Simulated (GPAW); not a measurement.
Crystal: GaB.

```
CELL_PARAMETERS angstrom
2.71824 0.00000 0.00000
0.00000 2.71824 0.00000
0.00000 0.00000 3.23621
ATOMIC_POSITIONS crystal
Ga 0.50000 0.50000 0.50000
B 0.00000 0.00000 0.00000
```

The cell was built by a generator and needn't be a form met in nature.

Program: GPAW 26.7.0. Alike in all runs: task band structure; no spin polarisation; cell as given; k mesh 10 × 10 × 8; cutoff (eV) 800; smearing fermi-dirac 0.05 eV.

Problem. Order these runs on this cell by their pressure, lowest first.
A. level LDA; potentials or basis the program's PAW data sets (release 1.2.1) made for this functional, pw
B. level revPBE; potentials or basis the program's PAW data sets (release 1.2.1) made for this functional, pw
C. level PBEsol; potentials or basis PAW data sets generated in the run's folder for this functional, pw
D. level PBE; potentials or basis GPAW PAW data sets (gpaw-data 1.2.1), pw

Solution. A (-5.9 GPa), C (-3.0 GPa), D (1.0 GPa), B (2.8 GPa).
